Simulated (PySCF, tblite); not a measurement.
# CH8F3P3Si2: geometry, infrared bands and NMR shifts

Aim: predict the infrared bands and NMR shifts of CH8F3P3Si2 (`FC(F)(F)P([SiH3])P([SiH3])P`).

Computed with tblite 0.8.0 and PySCF 2.14.0, with density-fitted response routines of our own, on a single molecule in the gas phase. Atoms are numbered from 0 throughout.

### 1 Starting geometry

17 atoms, charge 0, multiplicity 1; geometry from: force field or distance geometry start.

Bonds of the start (Å): F0–C1 1.34, C1–F2 1.32, C1–F3 1.33, C1–P4 1.76, P4–Si5 2.19, P4–P6 2.27, P6–Si7 2.22, P6–P8 2.28, Si5–H9 1.49, Si5–H10 1.48, Si5–H11 1.48, Si7–H12 1.48, Si7–H13 1.49, Si7–H14 1.49, P8–H15 1.43, P8–H16 1.42.

### 2 Geometry optimisation with GFN2-xTB

Job settings and geometry (Å):

```
{"job": {"kind": "relax", "xc": "GFN2-xTB", "basis": "xTB"}, "charge": 0, "multiplicity": 1}
F      2.265100     1.911300    -1.315000
C      1.348800     1.590000    -0.397700
F      0.382900     2.487800    -0.328100
F      1.901700     1.378800     0.797700
P      0.584000     0.105600    -0.940700
Si     2.347900    -1.189800    -0.881000
P     -0.542600    -0.556000     0.921200
Si    -2.121500     0.990900     1.137100
P     -1.731000    -2.271600     0.001700
H      3.001400    -1.136800     0.456600
H      1.949600    -2.591200    -1.166900
H      3.316400    -0.766000    -1.917100
H     -1.522900     2.249100     1.628900
H     -2.780200     1.195200    -0.185300
H     -3.138000     0.514000     2.113800
H     -2.760100    -2.374100     0.987800
H     -2.508600    -1.525100    -0.923000
```

Started as:

```sh
OMP_NUM_THREADS=1 python probes_run.py task.json out
```

This one command runs all jobs of the session in turn.

Log:

```text
step      E/eV     max force
  0    -855.60149    4.543
  1    -856.00256    2.438
  2    -856.28030    0.750
  3    -856.32411    0.476
  4    -856.34873    0.366
  5    -856.36230    0.320
  6    -856.37689    0.327
  7    -856.38985    0.311
  8    -856.40427    0.290
  9    -856.41362    0.195
 10    -856.41860    0.182
 11    -856.42286    0.179
 12    -856.42852    0.209
 13    -856.43393    0.155
 14    -856.43713    0.133
 15    -856.43866    0.114
 16    -856.44011    0.095
 17    -856.44212    0.120
 18    -856.44428    0.101
 19    -856.44615    0.114
 20    -856.44772    0.102
 21    -856.44919    0.105
 22    -856.45050    0.083
 23    -856.45146    0.074
 24    -856.45222    0.072
 25    -856.45324    0.094
 26    -856.45502    0.132
 27    -856.45770    0.162
 28    -856.46056    0.145
 29    -856.46265    0.095
 30    -856.46392    0.077
 31    -856.46513    0.130
 32    -856.46691    0.154
 33    -856.46878    0.113
 34    -856.47008    0.072
 35    -856.47079    0.061
 36    -856.47135    0.072
 37    -856.47203    0.084
 38    -856.47302    0.115
 39    -856.47423    0.109
 40    -856.47542    0.086
 41    -856.47641    0.066
 42    -856.47726    0.075
 43    -856.47806    0.088
 44    -856.47883    0.078
 45    -856.47967    0.083
 46    -856.48067    0.099
 47    -856.48173    0.122
 48    -856.48265    0.094
 49    -856.48324    0.042
 50    -856.48347    0.035
 51    -856.48371    0.054
 52    -856.48415    0.082
 53    -856.48478    0.092
 54    -856.48552    0.069
 55    -856.48605    0.048
 56    -856.48642    0.043
 57    -856.48690    0.069
 58    -856.48752    0.072
 59    -856.48834    0.075
 60    -856.48914    0.066
 61    -856.48949    0.062
 62    -856.48985    0.068
 63    -856.49033    0.077
 64    -856.49083    0.068
 65    -856.49120    0.041
 66    -856.49141    0.032
 67    -856.49156    0.031
 68    -856.49174    0.037
 69    -856.49197    0.062
 70    -856.49230    0.058
 71    -856.49274    0.044
 72    -856.49311    0.043
 73    -856.49327    0.043
 74    -856.49355    0.041
 75    -856.49387    0.055
 76    -856.49435    0.069
 77    -856.49466    0.067
 78    -856.49502    0.039
 79    -856.49517    0.029
 80    -856.49534    0.023
 81    -856.49542    0.023
 82    -856.49560    0.033
 83    -856.49580    0.038
 84    -856.49608    0.038
 85    -856.49629    0.027
 86    -856.49639    0.021
 87    -856.49644    0.018
 88    -856.49648    0.022
 89    -856.49652    0.017
 90    -856.49658    0.017
 91    -856.49664    0.029
 92    -856.49673    0.033
 93    -856.49686    0.035
 94    -856.49701    0.029
 95    -856.49717    0.026
 96    -856.49730    0.045
 97    -856.49751    0.037
 98    -856.49777    0.040
 99    -856.49833    0.042
100    -856.49855    0.050
101    -856.49892    0.070
102    -856.49923    0.068
103    -856.49977    0.090
104    -856.50054    0.093
105    -856.50069    0.172
106    -856.50167    0.056
107    -856.50209    0.042
108    -856.50255    0.083
109    -856.50284    0.051
110    -856.50351    0.053
111    -856.50424    0.085
112    -856.50546    0.122
113    -856.50715    0.172
114    -856.49666    0.601
115    -856.51076    0.147
116    -856.51292    0.119
117    -856.51262    0.477
118    -856.51727    0.049
119    -856.51864    0.082
120    -856.51777    0.385
121    -856.52079    0.124
122    -856.52167    0.108
123    -856.52328    0.238
124    -856.52485    0.064
125    -856.52546    0.067
126    -856.52682    0.073
127    -856.52780    0.071
128    -856.52953    0.064
129    -856.53113    0.063
130    -856.53210    0.048
131    -856.53277    0.112
132    -856.53342    0.053
133    -856.53383    0.045
134    -856.53428    0.053
135    -856.53469    0.053
136    -856.53534    0.048
137    -856.53584    0.045
138    -856.53641    0.043
139    -856.53682    0.039
140    -856.53715    0.034
141    -856.53751    0.037
142    -856.53800    0.041
143    -856.53859    0.065
144    -856.53918    0.068
145    -856.53969    0.049
146    -856.54008    0.042
147    -856.54041    0.053
148    -856.54075    0.055
149    -856.54118    0.052
150    -856.54157    0.035
151    -856.54179    0.028
152    -856.54194    0.039
153    -856.54207    0.041
154    -856.54223    0.032
155    -856.54243    0.029
156    -856.54264    0.038
157    -856.54286    0.037
158    -856.54308    0.034
159    -856.54333    0.034
160    -856.54360    0.030
161    -856.54387    0.034
162    -856.54416    0.046
163    -856.54446    0.038
164    -856.54475    0.043
165    -856.54497    0.029
166    -856.54516    0.035
167    -856.54536    0.035
168    -856.54561    0.049
169    -856.54589    0.045
170    -856.54614    0.035
171    -856.54637    0.043
172    -856.54662    0.041
173    -856.54688    0.050
174    -856.54713    0.047
175    -856.54733    0.032
176    -856.54749    0.033
177    -856.54764    0.030
178    -856.54779    0.033
179    -856.54796    0.027
180    -856.54809    0.022
181    -856.54821    0.026
182    -856.54836    0.027
183    -856.54853    0.033
184    -856.54874    0.038
185    -856.54897    0.048
186    -856.54922    0.050
187    -856.54949    0.046
188    -856.54978    0.044
189    -856.55004    0.043
190    -856.55033    0.048
191    -856.55060    0.046
192    -856.55082    0.036
193    -856.55098    0.030
194    -856.55111    0.031
195    -856.55120    0.028
196    -856.55129    0.026
197    -856.55139    0.027
198    -856.55148    0.019
199    -856.55155    0.023
200    -856.55160    0.021
201    -856.55165    0.020
202    -856.55169    0.017
203    -856.55174    0.015
204    -856.55178    0.012
205    -856.55180    0.011
206    -856.55182    0.010
207    -856.55184    0.010
208    -856.55187    0.012
209    -856.55190    0.013
210    -856.55194    0.015
211    -856.55197    0.013
212    -856.55200    0.012
213    -856.55201    0.007
```

It took 4.3 s on 1 thread of Arm Neoverse N1, shared host; peak memory 0.18 GiB.

Step by step: (not every step is listed)

```
step  energy from step 0 (eV)  largest force (eV/Å)
   0                   0.0000                4.5432
   1                  -0.4011                2.4376
   2                  -0.6788                0.7504
   3                  -0.7226                0.4762
   4                  -0.7472                0.3660
   5                  -0.7608                0.3199
   6                  -0.7754                0.3265
   7                  -0.7884                0.3108
   8                  -0.8028                0.2902
  28                  -0.8591                0.1448
  48                  -0.8812                0.0943
  68                  -0.8903                0.0369
  88                  -0.8950                0.0223
 108                  -0.9011                0.0829
 128                  -0.9280                0.0640
 148                  -0.9393                0.0553
 168                  -0.9441                0.0491
 188                  -0.9483                0.0437
 208                  -0.9504                0.0116
 209                  -0.9504                0.0135
 210                  -0.9504                0.0153
 211                  -0.9505                0.0135
 212                  -0.9505                0.0119
 213                  -0.9505                0.0073
```

Close pairs (by a distance rule), those that changed most:

```
   bond  before (Å)  after (Å)  change (Å)
  C1–P4       1.756      1.870      +0.114
  P6–P8       2.281      2.171      -0.110
  P4–P6       2.275      2.183      -0.092
 P4–Si5       2.189      2.272      +0.083
 P6–Si7       2.221      2.279      +0.058
 P8–H15       1.429      1.396      -0.033
 P8–H16       1.420      1.392      -0.029
Si7–H13       1.491      1.465      -0.027
```

The final coordinates are the input of the step that follows.

### 3 Harmonic vibrations with GFN2-xTB

Job settings and geometry (Å):

```
{"job": {"kind": "ir", "xc": "GFN2-xTB", "basis": "xTB"}, "charge": 0, "multiplicity": 1}
F      2.460684     1.974668    -0.948054
C      1.454418     1.555126    -0.159892
F      0.739220     2.649583     0.146425
F      2.031850     1.158387     0.987304
P      0.423229     0.258150    -1.027340
Si     2.049391    -1.326703    -0.954580
P     -0.674487    -0.251627     0.789139
Si    -2.375362     1.254349     0.612195
P     -1.743240    -1.970370     0.004305
H      2.436583    -1.635964     0.424603
H      1.432364    -2.486486    -1.606271
H      3.156318    -0.764359    -1.727454
H     -1.877960     2.486930     1.218178
H     -2.770401     1.429886    -0.787348
H     -3.468335     0.659178     1.391283
H     -0.792189    -2.887902     0.454650
H     -2.489082    -2.090817     1.172945
```

Log:

```text
mode    cm-1     km/mol
  1     -13.1      1.23
  2      34.2      0.07
  3      55.8      0.62
  4      81.8      2.22
  5      90.8      0.65
  6     104.3      0.13
  7     118.0      3.51
  8     121.8      0.44
  9     133.9      0.70
 10     158.8      3.43
 11     168.0      3.77
 12     261.5      4.32
 13     265.1      0.36
 14     417.6     19.89
 15     420.0     28.09
 16     443.3     38.48
 17     462.8      3.55
 18     473.2      9.92
 19     479.5      7.35
 20     493.1     53.52
 21     497.3      8.93
 22     533.0      9.65
 23     540.8     21.12
 24     550.2      4.28
 25     680.3     24.87
 26     723.2     39.49
 27     727.2    641.31
 28     737.9    535.31
 29     744.5     91.63
 30     748.1     69.45
 31     757.8     19.62
 32     762.6    106.34
 33     778.8      9.36
 34    1027.4    207.26
 35    1034.1    211.25
 36    1069.4    244.38
 37    1101.5      3.80
 38    2209.0    125.65
 39    2231.3     44.76
 40    2239.3    114.74
 41    2245.6     29.98
 42    2247.8    227.35
 43    2275.8    203.04
 44    2282.2    208.99
 45    2315.7     62.56
```

It took 1.8 s on 1 thread of Arm Neoverse N1, shared host; peak memory 0.18 GiB.

Which atoms move in the most intense modes:

```
cm⁻¹  km/mol                                  atoms
 727   641.3  H11 25 %, H12 18 %, H9 16 %, H13 15 %
 738   535.3           H10 35 %, H11 34 %, H12 11 %
1027   207.3              C1 72 %, F3 17 %, F0 10 %
1034   211.2                       C1 72 %, F2 18 %
1069   244.4              C1 69 %, F2 11 %, F0 11 %
2248   227.3                      H9 72 %, H10 22 %
2276   203.0                               H11 87 %
2282   209.0                               H12 90 %
```

### 4 NMR shieldings: PBE0/pcSseg-1

The job, as its differences from that of step 3:

```diff
@@ -1,2 +1,2 @@
-{"job": {"kind": "ir", "xc": "GFN2-xTB", "basis": "xTB"}, "charge": 0, "multiplicity": 1}
+{"job": {"kind": "nmr", "xc": "PBE0", "basis": "pcSseg-1"}, "charge": 0, "multiplicity": 1}
 F      2.460684     1.974668    -0.948054
```

Level: GIAO PBE0/pcSseg-1 NMR shielding, non-relativistic, gas phase.

Log:

```text
coarse grid: 17424 points
cycle   1  E = -1944.2426460542  dE =  9.295e-01  |g| = 8.587e-01  |ddm| = 3.864e+00
cycle   2  E = -1944.0913316779  dE =  1.513e-01  |g| = 1.331e+00  |ddm| = 1.096e+00
cycle   3  E = -1944.3680363120  dE = -2.767e-01  |g| = 5.204e-02  |ddm| = 6.921e-01
cycle   4  E = -1944.3684774786  dE = -4.412e-04  |g| = 3.095e-02  |ddm| = 1.225e-01
cycle   5  E = -1944.3687737324  dE = -2.963e-04  |g| = 7.356e-03  |ddm| = 5.877e-02
cycle   6  E = -1944.3687875542  dE = -1.382e-05  |g| = 1.356e-03  |ddm| = 1.203e-02
cycle   7  E = -1944.3687879146  dE = -3.604e-07  |g| = 5.254e-04  |ddm| = 2.065e-03
final grid: 148632 points
cycle   8  E = -1944.4396005011  dE = -4.202e-05  |g| = 5.872e-03  |ddm| = 2.956e-02
cycle   9  E = -1944.4395956330  dE =  4.868e-06  |g| = 8.075e-03  |ddm| = 1.056e-02
cycle  10  E = -1944.4396069712  dE = -1.134e-05  |g| = 5.260e-04  |ddm| = 5.671e-03
cycle  11  E = -1944.4396070257  dE = -5.448e-08  |g| = 2.177e-04  |ddm| = 1.008e-03
cycle  12  E = -1944.4396070365  dE = -1.077e-08  |g| = 6.086e-05  |ddm| = 3.517e-04
cycle  13  E = -1944.4396070375  dE = -1.082e-09  |g| = 1.016e-05  |ddm| = 1.098e-04
cycle  14  E = -1944.4396070376  dE = -2.956e-11  |g| = 3.429e-06  |ddm| = 1.753e-05
converged SCF energy = -1944.4396070376

GIAO shielding tensors (ppm)
atom      isotropic    diamagn.    paramagn.     s11        s22        s33       span
  0 F      230.419     472.816    -242.397    136.461    228.189    326.608    190.147
  1 C       43.315     251.304    -207.989     31.468     39.085     59.392     27.924
  2 F      227.523     476.273    -248.750    144.305    217.103    321.161    176.857
  3 F      220.446     477.256    -256.810    127.043    220.223    314.072    187.028
  4 P      423.117     968.467    -545.349    307.649    396.550    565.153    257.504
  5 Si     418.578     880.410    -461.833    370.503    430.475    454.756     84.253
  6 P      512.286     969.477    -457.191    420.640    518.045    598.174    177.534
  7 Si     410.100     880.759    -470.658    369.571    402.463    458.267     88.695
  8 P      539.519     967.429    -427.910    458.562    575.357    584.637    126.074
  9 H       27.328      29.258      -1.930     24.155     25.815     32.014      7.859
 10 H       27.624      29.492      -1.868     23.533     26.329     33.011      9.478
 11 H       27.150      28.857      -1.707     22.982     25.279     33.187     10.205
 12 H       27.321      29.768      -2.446     22.851     26.373     32.739      9.888
 13 H       27.477      29.087      -1.610     24.093     25.810     32.528      8.435
 14 H       27.666      29.954      -2.288     23.477     25.626     33.895     10.418
 15 H       28.978      30.658      -1.680     22.361     27.720     36.853     14.492
 16 H       29.052      30.829      -1.777     23.339     26.643     37.174     13.835
```

It took 84 s on 1 thread of Arm Neoverse N1, shared host; peak memory 1.1 GiB.

Shifts follow as δ = σ(reference) − σ, with reference shieldings (ppm) from runs at the same level and on the same kind of geometry: 1H TMS 31.72, 13C TMS 186.9, 29Si TMS 349.2, 19F CFCl3 170.9, 31P H3PO4 318.4. The references are single molecules in the gas phase, so shifts against H2O, NH3, PH3, H3PO4 or CFCl3 are not on the usual liquid scales and can be off by tens of ppm. Atoms listed in one row are averaged.

```
        atoms                           environment  σ (ppm)  δ (ppm)  δ scaled to CDCl3
           C1                            CF3 carbon     43.3    143.6              138.2
 H9, H10, H11     hydrogen on a silicon bonded to P    27.37     4.35                  –
H12, H13, H14     hydrogen on a silicon bonded to P    27.49     4.23                  –
     H15, H16  hydrogen on a phosphorus bonded to P    29.02     2.70                  –
   F0, F2, F3               fluorine of a CF3 group    226.1    -55.2                  –
           P4         phosphorus bonded to C, P, Si    423.1   -104.7                  –
           P6          phosphorus bonded to 2 P, Si    512.3   -193.9                  –
           P8           phosphorus bonded to P, 2 H    539.5   -221.1                  –
          Si7              silicon bonded to P, 3 H    410.1    -60.9                  –
          Si5              silicon bonded to P, 3 H    418.6    -69.4                  –
```

The scaled column applies a straight-line fit of computed shieldings to shifts measured in CDCl3, and one for carbons that bear F (root-mean-square error 0.16 ppm for H, 1.9 ppm for C).

Charges from the same density, by scheme (e):

```
     atoms  Mulliken    IAO  Hirshfeld  ESP fit
F0, F2, F3     -0.26  -0.28      -0.09    -0.17
        C1      0.61   0.62       0.20     0.52
        P4     -0.14   0.03      -0.01    -0.21
       Si5      0.37   0.42       0.25     0.30
        P6     -0.33  -0.13      -0.04    -0.28
       Si7      0.39   0.42       0.25     0.34
        P8     -0.06   0.02       0.03    -0.22
```

Mayer bond orders: F0–C1 0.98, C1–F2 0.98, C1–F3 0.96, C1–P4 0.90, P4–Si5 0.82, P4–P6 0.93, P6–Si7 0.83, P6–P8 0.98.

### 5 Outcome

| quantity | value |
| --- | --- |
| strongest single infrared mode (GFN2-xTB) | 727 cm⁻¹, 641 km/mol |
| zero-point energy (GFN2-xTB) | 51.2 kcal/mol |
| 13C shifts against TMS (PBE0/pcSseg-1) | 143.6 ppm |
| 1H shifts against TMS (PBE0/pcSseg-1, means over atoms taken as alike) | 4.35, 4.23, 2.70 ppm |
| 19F shifts against CFCl3 (PBE0/pcSseg-1, means over atoms taken as alike) | -55.2 ppm |
| 31P shifts against H3PO4 (PBE0/pcSseg-1) | -104.7, -193.9, -221.1 ppm |
| 29Si shifts against TMS (PBE0/pcSseg-1) | -60.9, -69.4 ppm |

Over 213 steps the energy fell by 0.951 eV; of the close pairs, C1–P4 changed most, 1.756 to 1.870 Å. The lowest mode is slightly imaginary (13i cm⁻¹), a soft motion within the noise of the Hessian, so the minimum is not strictly shown. The strongest single mode, at 727 cm⁻¹, has its largest shares on H11, H12, H9 and H13 (the list is cut at 4 atoms). GFN2-xTB is a fitted tight-binding method: band positions and strengths are rough. Its intensities can rank the bands wrongly. At PBE0/pcSseg-1: Shielding is most anisotropic at P4 (span 258 ppm, paramagnetic term -545 ppm).
